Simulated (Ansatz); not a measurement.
From input file to script: CH₅AlBF, SMILES FC[BH][AlH2] in Ansatz 0.2.0.

```yaml
crystal:
  periodic: [false, false, false]
  atoms:
    - { symbol: F, position_ang: [-0.8564, 1.6779, -0.6542] }
    - { symbol: C, position_ang: [0.3795, 1.2723, -0.4434] }
    - { symbol: B, position_ang: [0.3843, -0.3087, -0.5232] }
    - { symbol: Al, position_ang: [-0.5909, -1.4313, 0.8379] }
    - { symbol: H, position_ang: [1.0586, 1.6864, -1.2365] }
    - { symbol: H, position_ang: [0.7239, 1.6285, 0.5567] }
    - { symbol: H, position_ang: [1.1122, -0.8518, -1.3138] }
    - { symbol: H, position_ang: [-0.5689, -3.0193, 0.7677] }
    - { symbol: H, position_ang: [-1.5537, -0.7003, 1.9917] }
basis:
  gaussian:
    orbitals: def2-SVP
hamiltonian:
  xc: hf
relax:
  f_tol: 0.005
  max_steps: 100
```

Script `ch5albf.py`:
```python
# -*- coding: utf-8 -*-
"""Relax the CH5AlBF molecule."""

import itertools

import ansatz as az
from ase.data import atomic_numbers, covalent_radii
import numpy as np


def main():
    geometry_ang = [
        ("F", (-0.8564, 1.6779, -0.6542)),
        ("C", (0.3795, 1.2723, -0.4434)),
        ("B", (0.3843, -0.3087, -0.5232)),
        ("Al", (-0.5909, -1.4313, 0.8379)),
        ("H", (1.0586, 1.6864, -1.2365)),
        ("H", (0.7239, 1.6285, 0.5567)),
        ("H", (1.1122, -0.8518, -1.3138)),
        ("H", (-0.5689, -3.0193, 0.7677)),
        ("H", (-1.5537, -0.7003, 1.9917)),
    ]
    geometry = az.Crystal.molecule()
    for symbol, xyz in geometry_ang:
        geometry = geometry.atom(symbol, xyz)

    job = geometry.calculation()
    job = job.basis(gaussian="def2-SVP")
    job = job.functional("HF")
    symbols = [site.symbol for site in geometry.cartesian_sites]
    start = np.array([site.position_ang for site in geometry.cartesian_sites], dtype=float)
    def progress(event):
        if event["event"] == "relax_step":
            row = event["data"]
            print(f"step {row['step']:3d}  E = {row['lagrangian_ev']:.6f} eV  largest force component {row['allowed_force_max_ev_ang']:.4f} eV/A")


    report = job.relax(force_tolerance=0.005, max_steps=100).session().plan().execute(on_event=progress).report
    end = np.array(report["positions_ang"])

    print(f"E = {report['free_energy_ev']:.6f} eV = {report['free_energy_ev'] / 27.211386246:.7f} Ha")
    print("converged:", report["converged"], " doubts:", report["published_state_doubts"] or "none")

    # pairs closer than 1.2 times the sum of covalent radii, before or after
    radius = [covalent_radii[atomic_numbers[s]] for s in symbols]
    span = lambda where, i, j: np.linalg.norm(where[i] - where[j])
    bonded = [(i, j) for i, j in itertools.combinations(range(len(symbols)), 2) if min(span(start, i, j), span(end, i, j)) < 1.2 * (radius[i] + radius[j])]
    print("pair        before    after (A)")
    for i, j in bonded:
        print(f"{symbols[i]}{i}-{symbols[j]}{j}".ljust(10), f"{span(start, i, j):8.4f} {span(end, i, j):8.4f}")

    charges = report["charge_distribution"]
    dipole = np.array(charges["dipole_moment_e_ang"]) * 4.803205
    print("dipole (D): {:.3f} {:.3f} {:.3f}, length {:.3f}".format(*dipole, np.linalg.norm(dipole)))
    print("atom  Mulliken   Lowdin")
    for symbol, m, l in zip(symbols, charges["mulliken_charges_e"], charges["lowdin_charges_e"]):
        print(f"{symbol:4s} {m:9.3f} {l:8.3f}")


if __name__ == "__main__":
    main()
```

Running `python ch5albf.py` prints:
```text
step   1  E = -11062.223408 eV  largest force component 3.0762 eV/A
step   2  E = -11062.595751 eV  largest force component 1.1973 eV/A
step   3  E = -11062.718435 eV  largest force component 0.3442 eV/A
step   4  E = -11062.788513 eV  largest force component 1.0137 eV/A
step   5  E = -11062.879132 eV  largest force component 0.6886 eV/A
step   6  E = -11062.938834 eV  largest force component 0.1862 eV/A
step   7  E = -11062.968639 eV  largest force component 0.2795 eV/A
step   8  E = -11062.992562 eV  largest force component 0.4034 eV/A
step   9  E = -11063.008412 eV  largest force component 0.5199 eV/A
step  10  E = -11063.052881 eV  largest force component 0.0980 eV/A
step  11  E = -11063.065668 eV  largest force component 0.2416 eV/A
step  12  E = -11063.025707 eV  largest force component 0.6558 eV/A
step  13  E = -11063.070462 eV  largest force component 0.1307 eV/A
step  14  E = -11063.073161 eV  largest force component 0.0550 eV/A
step  15  E = -11063.074238 eV  largest force component 0.0801 eV/A
step  16  E = -11063.074513 eV  largest force component 0.0716 eV/A
step  17  E = -11063.075417 eV  largest force component 0.0111 eV/A
step  18  E = -11063.075482 eV  largest force component 0.0100 eV/A
step  19  E = -11063.075504 eV  largest force component 0.0036 eV/A
E = -11063.075504 eV = -406.5605259 Ha
converged: True  doubts: none
pair        before    after (A)
F0-C1        1.3177   1.3843
C1-B2        1.5830   1.5757
C1-H4        1.1232   1.0942
C1-H5        1.1161   1.0942
B2-Al3       2.0159   2.1544
B2-H6        1.2041   1.2036
Al3-H7       1.5897   1.5858
Al3-H8       1.6711   1.5858
dipole (D): 2.201 0.181 -0.653, length 2.303
atom  Mulliken   Lowdin
F       -0.411   -0.061
C        0.245    0.089
B       -0.158   -0.186
Al       0.801    0.456
H        0.042    0.013
H        0.042    0.013
H       -0.057   -0.026
H       -0.252   -0.148
H       -0.252   -0.148
```

The settings weren't tested for convergence. The end point is the stationary point reached from this start; no frequency run checks that it is a minimum, and the basis set is modest. The Löwdin charges here are taken after orthogonalising the functions within each atom; they differ from plain Löwdin charges, and their signs can be unphysical. Wall time of the script: 28 s on 1 thread of Arm Neoverse V2, with other jobs on the host, peak memory 0.22 GiB.

(Lines on the test bed's own set-up are left out of the output.)
